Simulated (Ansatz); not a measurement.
Runs of Ansatz 0.2.0 on Ta3AsAu2O13. The structure is monoclinic, space group Cm (No. 8). Conventional cell: a = 12.861 Å, b = 3.887 Å, c = 10.986 Å, α = 90.00°, β = 103.45°, γ = 90.00°. Ta (site symmetry m) is surrounded by 4 O at 1.83 to 2.03 Å. Ta (site symmetry m) has 5 O at 1.83 to 2.10 Å as nearest neighbours. Around Ta (site symmetry m) lie 5 O at 1.86 to 2.08 Å. Around As (site symmetry m) lie 3 O at 1.73 to 1.80 Å. Au (site symmetry m) is surrounded by 5 O at 1.97 to 2.26 Å. Au (site symmetry m) has 4 O at 1.98 to 2.05 Å as nearest neighbours. Around O (site symmetry m) lie 1 As at 1.73 Å. O (site symmetry m) is surrounded by 1 Ta at 1.83 Å and 1 Au at 1.97 Å. The cell was built by a generator and needn't be a form met in nature.

```csv
task,level,cell,k mesh,points for each segment of the path,gap on the mesh (eV),pressure (GPa),relaxed volume (Å³/atom),largest force (eV/Å)
relaxation of cell and atoms,revPBE,relaxed,5 × 5 × 2,-,none,0.0,14.39,-
relaxation of cell and atoms,RPBE,relaxed,5 × 5 × 2,-,none,0.0,14.50,0.01
band structure,revPBE,as given,7 × 7 × 3,10,none,(b),-,(a)
band structure,RPBE,as given,7 × 7 × 3,10,none,3.6,-,0.10
```

Alike in all rows: potentials or basis Ansatz PAW; no spin polarisation; cutoff (eV) 420; smearing fermi-dirac 0.05 eV.

Q: Estimate the missing entries.

A: (a) 0.07; (b) 2.7.

Caveats: the PAW data sets come from PBE, with cores solved anew for the run's functional, which leaves a small shift of forces and pressure; the plane-wave basis is chosen anew once the cell has moved, so the energies of steps on either side of that aren't comparable (some runs); spin-orbit coupling is left out, which moves the levels of the heavy elements (some runs).

A k mesh can miss the band edges, and the runs leave out spin-orbit coupling on As, Au, Ta.

A gap of «none» marks a metal or a gap under the smearing width.
